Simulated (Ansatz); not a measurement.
# BLYP/STO-3G run of AlH5S (Al(H2S)H3)

Aim: the electronic atomisation energy of AlH5S (Al(H2S)H3) at BLYP/STO-3G, from 4 runs. 

The calculation is run with Ansatz 0.2.0.

**1. The molecule**

AlH5S: 7 atoms, total charge 0, spin state singlet. As SMILES, `[H][Al]([H])([H])<-[SH2]`. The shape comes from GFN2-xTB, which is rough for such elements, and wasn't checked as a minimum.

Bond lengths: Al1–S2 2.471 Å, S2–H3 1.332 Å, S2–H4 1.332 Å, Al1–H5 1.563 Å, Al1–H6 1.577 Å, Al1–H7 1.563 Å. Angles: Al1–S2–H3 90.6°, Al1–S2–H4 90.1°, S2–Al1–H5 96.0°, S2–Al1–H6 92.1°, S2–Al1–H7 95.6°, H3–S2–H4 92.6°, H5–Al1–H6 118.7°, H5–Al1–H7 120.8°, H6–Al1–H7 118.6°.

**2. The energy at BLYP/STO-3G**

Input file input.yaml:

```yaml
crystal:
  periodic: [false, false, false]
  atoms:
    - symbol: Al
      position_ang: [0.129800, -0.221970, -1.011590]
    - symbol: S
      position_ang: [0.151830, -0.251940, 1.458910]
    - symbol: H
      position_ang: [0.512600, 1.030130, 1.485280]
    - symbol: H
      position_ang: [-1.145480, 0.049310, 1.476400]
    - symbol: H
      position_ang: [1.682150, -0.187190, -1.188640]
    - symbol: H
      position_ang: [-0.666140, 1.139260, -1.046260]
    - symbol: H
      position_ang: [-0.664760, -1.557600, -1.174090]
basis:
  gaussian:
    orbitals: STO-3G
hamiltonian:
  xc: {name: BLYP}
accuracy: high
```

Started as:

```console
ansatz run input.yaml --threads 1 --pin off --max-ram 2610MiB --events-out events.jsonl --progress --plain --runs-dir runs
```

The log of the run:

```text
Warning: RAYON_NUM_THREADS=1 ignored (pool sized by the plan → 1); use --threads N
Functional definition: BLYP
  name "BLYP"
  parameter beta = 0.0042
  parameter a = 0.04918
  parameter b = 0.132
  parameter c = 0.2533
  parameter d = 0.349
  exchange = b88_x(beta = beta)
  correlation = lyp_c(a = a, b = b, c = c, d = d)
408 factors; integrals over basis functions are off by at most 1.4e-8 eV
mean field evaluation 1: about -17309.1982 eV, gradient 2.3e1 eV
mean field evaluation 2: about -17309.7127 eV, gradient 1.9e1 eV
mean field evaluation 4: about -17311.0511 eV, gradient 1.7e-1 eV
mean field evaluation 8: about -17310.9851 eV, gradient 2.4e-3 eV
mean field evaluation 16: about -17310.9851 eV, gradient 7.4e-9 eV
mean field -17310.98507298 eV, -636.1669676249 hartree, gradient 9.1e-9 eV, S^2 0.000000; 0 other end points of the search recorded, 0 dependent functions left out
reference -17310.98511378 eV, -636.1669691243 hartree; 17, 17 occupied and 6, 6 virtual orbitals, 408 factors
Total energy: -17310.98511378 eV, -636.1669691243 hartree
```

Wall time 1.3 s (1 thread of Arm Neoverse V2, shared host); peak memory 0.1 GiB.

**3. The Al atom, same level**

Input file run.yaml:

```yaml
crystal:
  periodic: [false, false, false]
  atoms:
    - {symbol: Al, position_ang: [0.000000, 0.000000, 0.000000]}
basis:
  gaussian: {orbitals: STO-3G}
magnetization: {spin_polarized: true, initial_magnetization: 1}
hamiltonian: {xc: {name: BLYP}}
accuracy: high
```

Run the same way, it converges to -239.29454 Eh (log not shown).

**4. The H atom at the same level**

Input file run.yaml:

```yaml
crystal:
  periodic: [false, false, false]
  atoms:
    - {symbol: H, position_ang: [0.000000, 0.000000, 0.000000]}
basis:
  gaussian:
    orbitals: STO-3G
magnetization:
  spin_polarized: true
  initial_magnetization: 1
hamiltonian:
  xc: {name: BLYP}
accuracy: high
```

Started as:

```console
ansatz run run.yaml --threads 1 --pin off --max-ram 2610MiB --events-out events.jsonl --progress --plain --runs-dir runs
```

The log of the run (excerpt; [...] marks lines left out):

```text
Warning: RAYON_NUM_THREADS=1 ignored (pool sized by the plan → 1); use --threads N
[... 9 set-up lines as earlier in the session ...]
1 factors; integrals over basis functions are off by at most 4.6e-10 eV
mean field evaluation 1: about -12.5918 eV, gradient 0.0e0 eV
mean field evaluation 2: about -12.5918 eV, gradient 0.0e0 eV
mean field -12.59181263 eV, -0.4627405790 hartree, gradient 0.0e0 eV, S^2 0.750000; 0 other end points of the search recorded, 0 dependent functions left out
reference -12.59183075 eV, -0.4627412451 hartree; 1, 0 occupied and 0, 1 virtual orbitals, 1 factors
Total energy: -12.59183075 eV, -0.4627412451 hartree
```

Wall time 0.06 s (1 thread of Arm Neoverse V2, shared host).

**5. The S atom, same level**

Input file job.yaml:

```yaml
basis:
  gaussian:
    orbitals: STO-3G
crystal:
  periodic: [false, false, false]
  atoms:
    - {symbol: S, position_ang: [0.000000, 0.000000, 0.000000]}
magnetization:
  spin_polarized: true
  initial_magnetization: 2
accuracy: high
hamiltonian:
  xc: {name: BLYP}
```

Run the same way, it converges to -393.62799 Eh (log not shown).

**6. Outcome**

At BLYP/STO-3G:

```
                     quantity          value
       molecule: total energy  -636.16697 Eh
        Al atom: total energy  -239.29454 Eh
                Al atom: ⟨S²⟩          0.750
         H atom: total energy    -0.46274 Eh
                 H atom: ⟨S²⟩          0.750
         S atom: total energy  -393.62799 Eh
                 S atom: ⟨S²⟩          2.000
electronic atomisation energy      25.327 eV
```

Taking the molecule apart into free atoms costs 25.33 eV (584 kcal/mol), before zero-point energy and without spin-orbit coupling. In a minimal basis such a difference can be off by several eV, whatever the method.
